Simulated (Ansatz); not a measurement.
# B₂Cl₂F₂H₂: how energies converge with the basis set

The task here is to estimate one member of a computed series from the others.

Program: Ansatz 0.2.0, Gaussian basis. Level of theory: one geometry, several basis sets. These are calculated values, not measurements.

Plan: PBE0-D4/def2-SVP; ωB97M-V/def2-SVP; PBE0-D4/def2-QZVPP; ωB97M-V/def2-QZVPP; the functionals' def2-TZVPP values are taken from earlier runs.

## The geometry

All runs share one geometry, relaxed beforehand with PBE0-D4 in a triple-zeta def2 set.

SMILES `F[B@H-]1[Cl+][B@H-](F)[Cl+]1`, 8 atoms, charge 0, spin multiplicity 1.

Atoms are counted from 1 here; the program's logs count them from 0.

Bond lengths: F1–B2 1.326 Å, B2–Cl3 1.983 Å, B2–Cl6 1.983 Å, B2–H7 1.188 Å, Cl3–B4 1.983 Å, B4–F5 1.325 Å, B4–Cl6 1.983 Å, B4–H8 1.188 Å. Angles: F1–B2–Cl3 109.9°, F1–B2–Cl6 109.9°, F1–B2–H7 121.5°, Cl3–B2–Cl6 94.1°, Cl3–B2–H7 108.9°, Cl6–B2–H7 108.9°, B2–Cl3–B4 85.9°, Cl3–B4–F5 110.0°, Cl3–B4–Cl6 94.1°, Cl3–B4–H8 108.9°, F5–B4–Cl6 110.0°, F5–B4–H8 121.6°, Cl6–B4–H8 108.9°, B2–Cl6–B4 85.9°.

The first run:

File in.yaml:

```yaml
crystal:
  periodic: [false, false, false]
  atoms:
    - {symbol: F, position_ang: [1.123224, -1.331226, 1.505616]}
    - {symbol: B, position_ang: [1.137758, -0.310691, 0.659731]}
    - {symbol: Cl, position_ang: [0.394776, -0.873039, -1.090625]}
    - {symbol: B, position_ang: [-1.137392, 0.309811, -0.658853]}
    - {symbol: F, position_ang: [-1.186876, 1.318300, -1.517254]}
    - {symbol: Cl, position_ang: [-0.363018, 0.921508, 1.061412]}
    - {symbol: H, position_ang: [2.122334, 0.328240, 0.473604]}
    - {symbol: H, position_ang: [-2.090806, -0.362903, -0.433630]}
basis:
  gaussian: {orbitals: def2-SVP}
hamiltonian: {xc: pbe0, dispersion: d4}
output: {orbitals: {seedname: orbitals}}
```

Command:

```sh
> ansatz run in.yaml --threads 4 --pin off --events-out ev --progress --plain --max-ram 10444MiB
```

Among the steps run: PBE0-D4 in def2-SVP; ωB97M-V in def2-SVP; PBE0-D4 in def2-QZVPP; ωB97M-V in def2-QZVPP.

One table of the session follows, with a row left open; its other results are not shown here.

```
functional       basis  HOMO (eV)
   PBE0-D4    def2-SVP      -9.21
   PBE0-D4  def2-TZVPP      -9.25
   PBE0-D4  def2-QZVPP      -9.28
   ωB97M-V    def2-SVP          ?
   ωB97M-V  def2-TZVPP     -11.49
   ωB97M-V  def2-QZVPP     -11.52
```

Q: Estimate the row for ωB97M-V, def2-SVP from the others.

The run gave: HOMO (eV): -11.41. In the column «HOMO (eV)» it lies between ωB97M-V, def2-TZVPP (-11.49) and PBE0-D4, def2-QZVPP (-9.28).
